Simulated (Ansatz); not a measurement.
# H₂ISi, SMILES [SiH2]I: a relaxed scan of one distance

Computed with the Ansatz DFT code, driven from Python.

Notebook, run cell by cell (the value of a cell's last expression is shown):

In [1]:
```python
import ansatz as az
from ase import Atoms
import numpy as np
```

In [2]:
```python
BASIS_SET = 'def2-SVP'
XC = 'b3lyp'
VDW = 'd3bj'

atoms = Atoms(['Si', 'I', 'H', 'H'], positions=[
    (-0.1322, -0.3103, -0.4085),
    (1.8213, -0.3285, 0.9853),
    (-1.4011, -0.523, 0.4188),
    (-0.2324, 1.1015, -1.0159),
])
geometry = az.Crystal.molecule_from_ase(atoms)
```

In [3]:
```python
base = (
    geometry.calculation()
    .basis(gaussian=BASIS_SET)
    .functional(XC, dispersion=VDW)
    .spin('collinear', total=1)
)
symbols = [site.symbol for site in geometry.cartesian_sites]
pairs = [(0, 1), (0, 2), (0, 3)]
print('held (A)   E (eV)        ', '  '.join(f'{symbols[i]}{i}-{symbols[j]}{j}' for i, j in pairs))
for length in [2.21, 2.4, 2.59, 2.88, 3.24]:
    summary = base.relax(constraints=[az.DistanceConstraint((0, 1), at=length)], force_tolerance=0.02, max_steps=60).run(threads=1, pin='off').report
    xyz = np.array(summary['positions_ang'])
    print(f'{length:6.2f} {summary["free_energy_ev"]:14.5f}  ', '  '.join(f'{np.linalg.norm(xyz[i] - xyz[j]):.3f}' for i, j in pairs))
```
```text
held (A)   E (eV)         Si0-I1  Si0-H2  Si0-H3
DeckWarning: relax.constraints: the input's atoms, or those drawn, lie off the distances that are held; a relaxation that starts there is brought onto them ahead of its first SCF, by positions alone, an atom by 9.49e-2 Å at the most. With the symmetry detection on, the symmetry is detected on the input's atoms as so [...]
  2.21   -16010.81733   2.210  1.496  1.496
  2.40   -16011.29881   2.400  1.495  1.495
  2.59   -16011.25310   2.590  1.496  1.496
  2.88   -16010.76847   2.880  1.497  1.497
  3.24   -16010.02622   3.240  1.501  1.501
```

What to keep in mind:
- Total energies depend on the basis set; only differences at equal settings carry meaning.
- Warnings are shown shortened and without file and line.
- The energies are electronic: no zero-point or thermal terms, and the basis set is short of its limit.
- def2 sets replace the cores of elements past krypton by effective core potentials.
- The run takes the species as open-shell (spin multiplicity 2), which needn't be its ground state.
- b3lyp holds the VWN-RPA fit, as in Gaussian; the form of ORCA and Turbomole is b3lyp5.
- Finished in 61 s on 1 thread of Arm Neoverse V2, with other jobs on the host, peak memory 0.22 GiB.
